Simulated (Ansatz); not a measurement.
# ClGeHO: a ladder of functionals and wavefunction methods

How much do the methods differ for ClGeHO? The plan is to run it at one geometry with functionals of several rungs and with coupled cluster. The yardstick is the atomisation energy at the CCSD(T) limit.

Method: functionals in def2-TZVPP, the program's frozen cores in correlated methods; program: Ansatz 0.2.0, Gaussian basis.

Plan: LDA (SPW92), PBE-D4, revPBE-D4, BLYP-D4, r2SCAN-D4, B97M-V, PBE0-D4, B3LYP-D4, r2SCANh-D4, r2SCAN0-D4, HSE06-D4, BHLYP-D4, CAM-B3LYP-D4, LC-ωPBE, ωB97X-V, ωB97M-V, B2PLYP, PBE-QIDH; CCSD(T)/def2-SVP; CCSD(T)/def2-TZVPP; CCSD(T)/def2-QZVPP; extrapolation to the limit; RPA on PBE.

### Step 1. The geometry

The geometry comes from an earlier relaxation with PBE0-D4 in a triple-zeta def2 set; it is a stationary point.

SMILES `[OH][Ge][Cl]`, 4 atoms, charge 0, spin multiplicity 1.

Atoms are counted from 1 here; the program's logs count them from 0.

Bond lengths: O1–Ge2 1.772 Å, O1–H4 0.963 Å, Ge2–Cl3 2.212 Å. Angles: Ge2–O1–H4 115.0°, O1–Ge2–Cl3 98.5°.

As a file:

```xyz
4
ClGeHO
O    -0.8609    0.5768   -0.4738
Ge   -0.6039   -0.6223    0.8047
Cl    1.5854   -0.8602    0.5943
H    -0.0650    0.8456   -0.9455
```

### Step 2. LDA

This LDA is Slater exchange with PW92 correlation.

The input, in.yaml:

```yaml
crystal:
  periodic: [false, false, false]
  atoms:
    - {symbol: O, position_ang: [-0.860939, 0.576776, -0.473766]}
    - {symbol: Ge, position_ang: [-0.603889, -0.622276, 0.804729]}
    - {symbol: Cl, position_ang: [1.585416, -0.860249, 0.594325]}
    - {symbol: H, position_ang: [-0.064987, 0.845550, -0.945488]}
basis:
  gaussian: {orbitals: def2-TZVPP}
hamiltonian: {xc: lda}
output: {orbitals: {seedname: orbitals}}
```

Command:

```
ansatz run in.yaml --threads 2 --pin off --events-out ev --progress --plain --max-ram 32768MiB --backend cpu
```

The runs that follow: PBE-D4 (GGA); revPBE-D4 (GGA); BLYP-D4 (GGA); r2SCAN-D4 (meta-GGA); B97M-V (meta-GGA); PBE0-D4 (hybrid); B3LYP-D4 (hybrid); r2SCANh-D4 (hybrid); r2SCAN0-D4 (hybrid); HSE06-D4 (hybrid); BHLYP-D4 (hybrid); CAM-B3LYP-D4 (range-separated); LC-ωPBE (range-separated); ωB97X-V (range-separated); ωB97M-V (range-separated); B2PLYP (double hybrid); PBE-QIDH (double hybrid); CCSD(T) in def2-SVP; CCSD(T) in def2-TZVPP; CCSD(T) in def2-QZVPP; RPA on PBE orbitals.

**Question.** What will the summary of the whole plan be? Wanted: atomisation energy, CCSD(T)/CBS; farthest beyond LDA; mean size of error, GGA; mean size of error, meta-GGA; mean size of error, hybrid; mean size of error, range-separated; mean size of error, double hybrid; gap, smallest and largest; T1 diagnostic.

As calculated:

```
                               quantity                                         value
        atomisation energy, CCSD(T)/CBS                                     13.605 eV
    functionals within 0.136 eV (1.0 %)  BLYP-D4, r2SCAN-D4, B97M-V, ωB97X-V, ωB97M-V
                    farthest beyond LDA                          BHLYP-D4 (-0.944 eV)
                mean size of error, GGA                                      0.171 eV
           mean size of error, meta-GGA                                      0.029 eV
             mean size of error, hybrid                                      0.410 eV
    mean size of error, range-separated                                      0.192 eV
      mean size of error, double hybrid                                      0.344 eV
              gap, smallest and largest     3.78 eV (LDA (SPW92)), 10.46 eV (LC-ωPBE)
                          T1 diagnostic                                        0.0140
triples share of the correlation energy                                         4.0 %
```

**Reading.** The LDA atomisation energy is off by 2.378 eV (17 %): it overbinds. PBE-D4 misses by +0.324 eV. Double hybrids carry the basis error of their MP2 part in triple zeta, and no dispersion term here, so their miss is partly the set-up's. Taken by rung, meta-GGA functionals do best (0.029 eV on average) and hybrid ones worst beyond LDA (0.410 eV). The mean of the hybrids holds BHLYP, with half exact exchange. Misses under about 0.136 eV are within the doubt on the reference itself, which lacks core-valence correlation, relativity and higher excitations, and its outer-core shells are covered unevenly. Hartree-Fock recovers 64 % of the binding; the rest is correlation. CCSD(T) in def2-SVP is off by -1.496 eV, which most functionals beat. The gap grows from 3.8 to 10.5 eV across the functionals, mostly with the share of exact exchange. Correlated methods include outer-core shells of Ge, which these sets cover unevenly.
